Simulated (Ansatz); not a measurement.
I need an atomisation energy of C2H6BN, SMILES BC=NC. Use the Python package of Ansatz (0.2.0). Use (for the species named): MP2, def2-TZVP basis, multiplicity 1.

```xyz
10

B    -1.0368    1.2666   -1.2117
C    -0.0027    0.5397   -0.4083
N    -0.3614   -0.4895    0.2684
C     0.7137   -1.2229    1.0483
H    -0.7814    2.2541   -1.8752
H    -2.2102    0.9648   -1.2125
H     1.0562    0.8959   -0.4293
H     0.1694   -2.0608    1.5541
H     1.1054   -0.5601    1.8624
H     1.4307   -1.6389    0.4067
```

`tae_c2h6bn.py`:
```python
from collections import Counter

import ansatz as az


def energy_of(molecule, charge=0, unpaired=0):
    calc = (
        molecule.calculation()
        .basis(gaussian="def2-TZVP")
        .correlation("MP2")
    )
    if charge:
        calc = calc.charge(charge)
    if unpaired:
        calc = calc.spin("collinear", total=unpaired)
    return calc.run(threads=1, pin="off").report["free_energy_ev"]

GEOMETRY = """
B    -1.03680    1.26660   -1.21170
C    -0.00270    0.53970   -0.40830
N    -0.36140   -0.48950    0.26840
C     0.71370   -1.22290    1.04830
H    -0.78140    2.25410   -1.87520
H    -2.21020    0.96480   -1.21250
H     1.05620    0.89590   -0.42930
H     0.16940   -2.06080    1.55410
H     1.10540   -0.56010    1.86240
H     1.43070   -1.63890    0.40670
"""

system = az.Crystal.molecule()
for line in GEOMETRY.strip().splitlines():
    symbol, *xyz = line.split()
    system = system.atom(symbol, [float(v) for v in xyz])

unpaired = {"B": 1, "C": 2, "N": 3, "H": 1}
counts = Counter(site.symbol for site in system.cartesian_sites)
atom_energy = {s: energy_of(az.Crystal.molecule().atom(s, (0, 0, 0)), 0, unpaired[s]) for s in counts}
whole = energy_of(system, 0, 0)
for s, e in atom_energy.items():
    print(f"{s:2s} x{counts[s]}  {e:14.5f} eV")
print(f"C2H6BN: {whole:.5f} eV")
split = sum(counts[s] * e for s, e in atom_energy.items()) - whole
print(f"atomisation energy (no zero-point term): {split:.3f} eV, {split / sum(counts.values()):.3f} eV an atom")
```

```console
$ python tae_c2h6bn.py
B  x1      -668.74255 eV
C  x2     -1027.46354 eV
N  x1     -1482.95560 eV
H  x6       -13.60052 eV
C2H6BN: -4325.93984 eV
atomisation energy (no zero-point term): 37.711 eV, 3.771 eV an atom
```

37.711 eV from the electronic energies, without the zero-point term.

Total energies depend on the basis set; only differences at equal settings carry meaning. The geometry is a force-field or estimated start, not a minimum of this method, and the basis set is short of its limit. All parts are taken at fixed geometry, without zero-point energy. Hardware and time: 3 s on 1 thread of Arm Neoverse V2 (shared host), peak memory 0.32 GiB.

(Lines on the test bed's own set-up are left out of the output.)
